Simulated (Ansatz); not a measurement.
Predict the output of the script below (the Python package of Ansatz (0.2.0)).

Input file `ch5brfnsi.xyz`:
```text
10

C    -1.34350    0.28990    0.20430
Si    0.43300    0.24750    0.15960
N     0.99150   -0.99750   -0.83910
F     1.06900   -0.06980    1.61760
Br    1.31760    2.12170   -0.58550
H    -1.80690    0.54400   -0.80330
H    -1.71810    1.13440    0.85830
H    -1.79110   -0.58490    0.54520
H     2.03630   -0.86370   -0.85290
H     0.89530   -1.87290   -0.30100
```

The script, `ch5brfnsi.py`:
```python
from pathlib import Path
import logging
import sys

import ansatz as az
import numpy as np

logging.basicConfig(stream=sys.stdout, format='[%(levelname)s] %(message)s')
logger = logging.getLogger('calc')
logger.setLevel(logging.INFO)

molecule = az.Crystal.molecule_from_extxyz('ch5brfnsi.xyz')

base = molecule.calculation().basis(gaussian='def2-SVP')

logger.info('functional    E (Ha)        dipole (D)   HOMO (eV)  LUMO (eV)')
for name in ['pbe', 'lc_wpbe', 'b3lyp', 'hse06']:
    data = base.functional(name).forces().orbitals().run(runs_dir='runs').report
    lines = Path(data['orbitals_path']).read_text().splitlines()
    field_of = lambda key: [line.split('=')[1].strip() for line in lines if line.startswith(key)]
    orbitals = [(27.211386 * float(e), s, float(n)) for e, s, n in zip(field_of('Ene='), field_of('Spin='), field_of('Occup='))]
    homo = max(e for e, _, n in orbitals if n > 0.5)
    lumo = min(e for e, _, n in orbitals if n < 0.5)
    dipole = 4.803205 * np.linalg.norm(data['charge_distribution']['dipole_moment_e_ang'])
    logger.info(f'{name:10s} {data["free_energy_ev"] / 27.211386246:14.6f} {dipole:9.3f} {homo:11.3f} {lumo:10.3f}')
```

```console
$ python ch5brfnsi.py
[INFO] functional    E (Ha)        dipole (D)   HOMO (eV)  LUMO (eV)
[INFO] pbe          -3058.189349     1.715      -6.520      0.276
[INFO] lc_wpbe      -3058.396972     1.832     -11.021      3.526
[INFO] b3lyp        -3058.992477     1.706      -7.812      0.892
[INFO] hse06        -3058.313485     1.771      -7.750      0.828
```

Reading the output:
- Total energies depend on the basis set; only differences at equal settings carry meaning.
- The geometry is a force-field or estimated start, not a minimum of this method, and the basis set is short of its limit. A lower total doesn't mark the better method: functionals have no common bound, and MP2 and coupled cluster aren't variational.
- b3lyp holds the VWN-RPA fit, as in Gaussian; the form of ORCA and Turbomole is b3lyp5.
- Levels such as HOMO and LUMO are orbital energies: with these approximate functionals they aren't the ionisation energy and electron affinity, and their gap isn't the fundamental gap.
- hse06 follows the composition of plane-wave codes, whose totals differ by tens of mHa, up to about 0.1 Ha, from the form usual in Gaussian-basis programs (wpbeh).
- Run time: 21 s on 1 thread of Arm Neoverse V2, with other jobs on the host, peak memory 0.36 GiB.
